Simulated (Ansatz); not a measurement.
**HBr (singlet): B3LYP, r2SCAN0 over a scan of the distance Br1–H2, cc-pVDZ**

How well do these functionals follow the top wave-function level for HBr (singlet) over a scan of the distance Br1–H2?

Computed with Ansatz 0.2.0, Gaussian basis. Level: cc-pVDZ, all electrons in the functionals.

The runs, in order: B3LYP, r2SCAN0, at 1.108 Å; 1.310 Å; 1.421 Å; 1.581 Å; 1.702 Å; 1.944 Å; 2.227 Å; 2.588 Å; 3.050 Å; 3.902 Å; 4.718 Å.

16 further runs of the same task are left out: 13 that didn't finish, 3 set aside as unsound or not needed.

### Step 1. The geometry

The geometry derives from a PBE0/def2-TZVP stationary point (not a proven minimum). One bond is set to the value named and the two fragments are kept rigid. No spin-orbit coupling is included. The filled d shell of Br may be among the frozen orbitals whatever the setting's name suggests; the logs give the count.

2 atoms, charge 0, spin multiplicity 1.

Atoms are counted from 1 here; the program's logs count them from 0.

Bond lengths: Br1–H2 1.421 Å.

No dispersion term is added. B3LYP takes the VWN-RPA correlation.

The geometry shown and the zero of energy belong to the point 1.421 Å. The yardstick, FCI, and other wave-function levels (R restricted, U unrestricted, valence and pair active spaces) come from earlier runs.

### Step 2. B3LYP, 1.108 Å

in.yaml

```yaml
crystal:
  periodic: [false, false, false]
  atoms:
    - {symbol: Br, position_ang: [0.000000, 0.000000, 0.000000]}
    - {symbol: H, position_ang: [0.000000, 0.000000, 1.108000]}
basis:
  gaussian: {orbitals: cc-pVDZ}
hamiltonian: {xc: {name: B3LYP}}
```

On the command line:

```sh
> ansatz run in.yaml --threads 1 --pin off --events-out ev --progress --plain --max-ram 2393MiB
```

The runs that follow: B3LYP, 1.310 Å; B3LYP, 1.421 Å; B3LYP, 1.581 Å; B3LYP, 1.702 Å; B3LYP, 1.944 Å; B3LYP, 2.227 Å; B3LYP, 2.588 Å; B3LYP, 3.050 Å; B3LYP, 3.902 Å; B3LYP, 4.718 Å; r2SCAN0, 1.108 Å; r2SCAN0, 1.310 Å; r2SCAN0, 1.421 Å; r2SCAN0, 1.581 Å; r2SCAN0, 1.702 Å; r2SCAN0, 1.944 Å; r2SCAN0, 2.227 Å; r2SCAN0, 2.588 Å; r2SCAN0, 3.050 Å; r2SCAN0, 3.902 Å; r2SCAN0, 4.718 Å.

Before running them: what should the planned runs give, taken together? Wanted: span of the FCI curve; largest miss, B3LYP; largest miss, r2SCAN0.

The runs gave:

```
             quantity                value
span of the FCI curve             3.761 eV
  largest miss, B3LYP  +0.162 eV (4.718 Å)
largest miss, r2SCAN0  +0.287 eV (2.227 Å)
```

In words: Of the functionals, B3LYP keep the smallest largest miss at the points compared (at most 0.162 eV) and r2SCAN0 strays most (0.287 eV, at 2.227 Å). B3LYP, r2SCAN0 clearly break the spin symmetry at some points (⟨S²⟩ up to 1.00 above the pure value), so energy there is bought with a mixed spin. Functionals and the yardstick converge differently with the basis, so part of each miss in cc-pVDZ is the basis.
